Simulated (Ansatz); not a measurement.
The system is CoAu4.

```xyz
5
Lattice="1.4528 0.8388 11.6661 -1.4528 0.8388 11.6661 0.0000 -1.6775 11.6661" Properties=species:S:1:pos:R:3 pbc="T T T"
Au    0.0000    0.0000   21.2323
Au    0.0000    0.0000    7.0795
Au    0.0000    0.0000   27.9186
Au    0.0000    0.0000   13.7659
Co    0.0000    0.0000    0.0000
```

The cell comes from a database or a generator and needn't be the stable form of this composition.

| Property | Result |
| --- | --- |
| Program | Ansatz 0.2.0 |
| Task | relaxation of cell and atoms |
| Functional | PBE |
| Potentials or basis | Ansatz PAW |
| Cutoff | 420 eV (not typed: the program's choice for these potentials) |
| k mesh | 11 × 11 × 11 |
| Occupations | fermi-dirac, width 0.05 eV |
| Spin | collinear spin, ferromagnetic start |
| Starting moments | [0.0, 0.0, 0.0, 0.0, 2.0] μB |

At the start: volume 17.06 Å³/atom.

Q: How do energy, volume and symmetry change on relaxing?

A: It ends after 5 steps and the volume is 16.79 Å³/atom (-1.6 %); space group R-3m (No. 166, to 0.05 Å); moment 1.79 μB per cell.

The path:
| step | energy change (eV) | largest force (eV/Å) | volume (Å³) |
| --- | --- | --- | --- |
| 1 | 0.0000 | 0.0499 | 85.29 |
| 2 | -0.0115 | 0.0029 | 84.05 |
| 3 | -0.0117 | 0.0119 | 84.07 |
| 4 | -0.0118 | 0.0012 | 83.97 |
| 5 | -0.0112 | 0.0012 | 83.97 |

Final structure:
```yaml
crystal:
  lattice:
    - [1.44103, 0.83198, 11.67277]
    - [-1.44103, 0.83198, 11.67277]
    - [0.00000, -1.66396, 11.67277]
  atoms:
    - { symbol: Au, position: [0.60637, 0.60637, 0.60637] }
    - { symbol: Au, position: [0.20212, 0.20212, 0.20212] }
    - { symbol: Au, position: [0.79788, 0.79788, 0.79788] }
    - { symbol: Au, position: [0.39363, 0.39363, 0.39363] }
    - { symbol: Co, position: [0.00000, 0.00000, 0.00000] }
```

Caveat: the plane-wave basis is chosen anew once the cell has moved, so the energies of steps on either side of that aren't comparable.
